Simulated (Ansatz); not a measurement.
# AgGe3Sb6: the cost of one run

Method: DFT PBE+D3(BJ), scalar-relativistic, plane waves, PAW, in Ansatz 0.2.0.

### 1 The starting structure

It takes space group P-31m (No. 162, trigonal). The conventional cell has a = 6.601 Å, b = 6.601 Å, c = 6.968 Å, α = 90.00°, β = 90.00°, γ = 120.00°. Ag (site symmetry -3m) has 6 Sb at 2.94 Å in its first shell of neighbours. Around Ge (site symmetry 32) lie 6 Sb at 2.68 Å. Ge (site symmetry -3m) is surrounded by 6 Sb at 2.68 Å. Sb (site symmetry m) has 3 Ge at 2.68 Å and 1 Ag at 2.94 Å in its first shell of neighbours.

Structure file:

```cif
data_structure
_symmetry_space_group_name_H-M 'P-31m'
_symmetry_Int_Tables_number 162
_cell_length_a 6.6008
_cell_length_b 6.6008
_cell_length_c 6.9684
_cell_angle_alpha 90.000
_cell_angle_beta 90.000
_cell_angle_gamma 120.000
_cell_volume 262.94
loop_
_atom_site_label
_atom_site_type_symbol
_atom_site_symmetry_multiplicity
_atom_site_Wyckoff_symbol
_atom_site_fract_x
_atom_site_fract_y
_atom_site_fract_z
_atom_site_occupancy
Ag1 Ag 1 b 0.00000 0.00000 0.50000 1
Ge1 Ge 2 c 0.33333 0.66667 0.00000 1
Ge2 Ge 1 a 0.00000 0.00000 0.00000 1
Sb1 Sb 6 k 0.66667 0.00000 0.22017 1
```

A structure generator made this guess: Ag between sheets of the SnSe2 type, stage 1 (P-31m, No. 162). The dimensions are guesses.

### 2 Probe: one point on a coarse mesh

The input, input.yaml:

```yaml
crystal:
  lattice:
    - [6.60084374, 0.0, 0.0]
    - [-3.30042187, 5.71649837, 0.0]
    - [0.0, 0.0, 6.96842968]
  atoms:
    - { symbol: Ag, position: [0.0, 0.0, 0.5] }
    - { symbol: Ge, position: [0.33333333, 0.66666667, 0.0] }
    - { symbol: Ge, position: [0.0, 0.0, 0.0] }
    - { symbol: Ge, position: [0.66666667, 0.33333333, 0.0] }
    - { symbol: Sb, position: [0.66666667, 0.0, 0.22017156] }
    - { symbol: Sb, position: [0.33333333, 0.33333333, 0.22017156] }
    - { symbol: Sb, position: [0.0, 0.66666667, 0.22017156] }
    - { symbol: Sb, position: [0.33333333, 0.0, 0.77982844] }
    - { symbol: Sb, position: [0.0, 0.33333333, 0.77982844] }
    - { symbol: Sb, position: [0.66666667, 0.66666667, 0.77982844] }
basis:
  ecutwfc: 420
kpoints:
  mp_grid: { grid: [3, 3, 4] }
hamiltonian:
  xc: pbe
  dispersion: d3bj
scf:
  occupations: { method: gaussian, width: 0.1 }
  lower_state_search: "off"
output:
  forces: true
  stress: true
  eigenvalues: true
```

Started as:

```console
> ansatz run input.yaml --threads 1 --pin off --max-ram 2560MiB --backend cpu --events-out ev --progress --plain --runs-dir out
```

Q: Estimate wall time and peak memory on 1 thread of Intel Xeon at 2.50GHz (Skylake/Cascade Lake), shared host.

About 27 s, with a peak of 0.64 GiB.
